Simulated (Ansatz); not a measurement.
# K3Co: the cost of one run

Method: DFT PBE, scalar-relativistic, plane waves, PAW, in Ansatz 0.2.0.

## 1. Starting point

It takes space group I4/mmm (No. 139, tetragonal). The conventional cell has a = 4.760 Å, b = 4.760 Å, c = 10.633 Å, α = 90.00°, β = 90.00°, γ = 90.00°. Around K (site symmetry 4/mmm) lie 4 Co at 3.37 Å and 8 K at 3.57 Å. K (site symmetry -4m2) has 8 K at 3.37 to 3.57 Å and 4 Co at 3.57 Å as nearest neighbours. Co (site symmetry 4/mmm) is surrounded by 12 K at 3.37 to 3.57 Å.

Structure file:

```
K Co
1.0
    -2.38010    2.38010    5.31659
     2.38010   -2.38010    5.31659
     2.38010    2.38010   -5.31659
K Co
3 1
Direct
  0.50000 0.50000 0.00000
  0.25000 0.75000 0.50000
  0.75000 0.25000 0.50000
  0.00000 0.00000 0.00000
```

This is candidate A: TiAl3 (D0_22) type (I4/mmm, No. 139).

(A quick probe on a coarse mesh, which set the mesh and smearing, is not shown.)

## 3. Coarse relaxation (candidate A)

Contents of input.yaml:

```yaml
crystal:
  lattice:
    - [-2.3801011519, 2.3801011519, 5.3165895861]
    - [2.3801011519, -2.3801011519, 5.3165895861]
    - [2.3801011519, 2.3801011519, -5.3165895861]
  atoms:
    - { symbol: K, position: [0.5, 0.5, 0.0] }
    - { symbol: K, position: [0.25, 0.75, 0.5] }
    - { symbol: K, position: [0.75, 0.25, 0.5] }
    - { symbol: Co, position: [0.0, 0.0, 0.0], spin: 1.98 }
basis:
  ecutwfc: 420
kpoints:
  mp_grid: { grid: [6, 6, 6] }
hamiltonian:
  xc: pbe
scf:
  occupations: { method: gaussian, width: 0.1 }
  lower_state_search: "off"
output:
  forces: true
  stress: true
  eigenvalues: true
  populations: true
magnetization:
  spin_polarized: true
relax:
  adjacent_minimum: "off"
  f_tol: 0.04
  max_steps: 70
  cell: { stress_tol: 0.4 }
```

Launch:

```sh
ansatz run input.yaml --threads 1 --pin off --max-ram 2560MiB --backend cpu --events-out ev --progress --plain --runs-dir out
```

**Question.** How long does this run take on 1 thread of Intel Xeon 6975P-C (Granite Rapids), shared host, and how much memory does it need?

About 100 s, with a peak of 0.65 GiB.
